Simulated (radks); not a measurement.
**Ionisation energy and size from Zn⁴⁺ to Hg⁴⁺**

One table from this session's results is given with a row withheld; the runs are named, their logs left out.

The numbers are computed with radks (a radial shooting solver on a logarithmic mesh, Libxc functionals) version 1 (non-relativistic Kohn-Sham, PBEsol, spin-polarised, spherical densities, point nucleus; open shells are filled with parallel spins first), except any that are marked as measured or tabulated.

## The atom as given

- species: Zn⁴⁺, Cd⁴⁺, Hg⁴⁺
- runs: 6, each species and its next ion

Set-up of the first run:

Settings of this run:

```text
Z 30
configuration [Ar] 3d8
relativity non-relativistic
functional pbe_sol,pbe_sol
spin polarised
nucleus point
```

Among the steps run: Zn⁴⁺, [Ar] 3d8.

One table of the session follows, with a row left open; its other results are not shown here.

It belongs to the step «Zn⁴⁺, [Ar] 3d8». From the orbitals of this run (lengths in bohr):

| level | <r> | outermost maximum (interpolated) | 90 % within | nodes |
| --- | --- | --- | --- | --- |
| 2p up | 0.1999 | 0.154 | 0.326 | 0 |
| 2p down | 0.1997 | 0.153 | 0.326 | 0 |
| 3s up | 0.6818 | 0.594 | 1.02 | 2 |
| 3s down | 0.6833 | 0.595 | 1.02 | 2 |
| 3p up | 0.7004 | 0.591 | 1.07 | 1 |
| 3p down | 0.7027 | 0.592 | 1.08 | 1 |
| 3d up | ? | ? | ? | ? |
| 3d down | 0.7747 | 0.550 | 1.29 | 0 |

Estimate the missing values for 3d up.

The run gave: <r>: 0.7658; outermost maximum (interpolated): 0.547; 90 % within: 1.28; nodes: 0. In the column «<r>» it lies between 3p down (0.7027) and 3d down (0.7747).

To keep in mind: Relativity is left out here, which matters for elements this heavy. Open shells are spherical and high-spin; term and fine-structure splittings are not resolved.
